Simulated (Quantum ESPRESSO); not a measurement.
Nb2HPb2:

```
CELL_PARAMETERS angstrom
4.49697 0.00000 0.00000
-2.24848 3.89449 0.00000
0.00000 0.00000 7.43290
ATOMIC_POSITIONS crystal
Nb 0.66667 0.33333 0.37504
Nb 0.33333 0.66667 0.62496
H 0.00000 0.00000 0.00000
Pb 0.66667 0.33333 0.74673
Pb 0.33333 0.66667 0.25327
```

The cell was built by a generator and needn't be a form met in nature.

Base run:

```yaml
Program: Quantum ESPRESSO 7.5
Functional: PBE
Potentials_or_basis: SSSP 1.3 efficiency PBE
Cutoff: 816 eV
Density_cutoff: 6531 eV
k_mesh: 7 × 7 × 4
Occupations: fermi-dirac, width 0.05 eV
Spin: no spin polarisation
```

Its results: band gap on the k mesh none (metal or under the smearing width); pressure 3.6 GPa; largest force 2.265 eV/Å.

Question: The run is repeated on the same cell with these changes: occupations from fermi-dirac, width 0.05 eV to gaussian, width 0.136 eV; dispersion from none to D3M. What comes out?

Answer: Band gap on the k mesh none (metal or under the smearing width); pressure -9.6 GPa; largest force 1.053 eV/Å.

Caveats: forces of over 1 eV/Å show positions far from the minimum, so gaps and moduli don't describe the material at rest; some levels on the path didn't converge (some runs); pairwise dispersion overbinds metals, which lowers pressure and volume (some runs).

Not every run made on this cell is shown here.
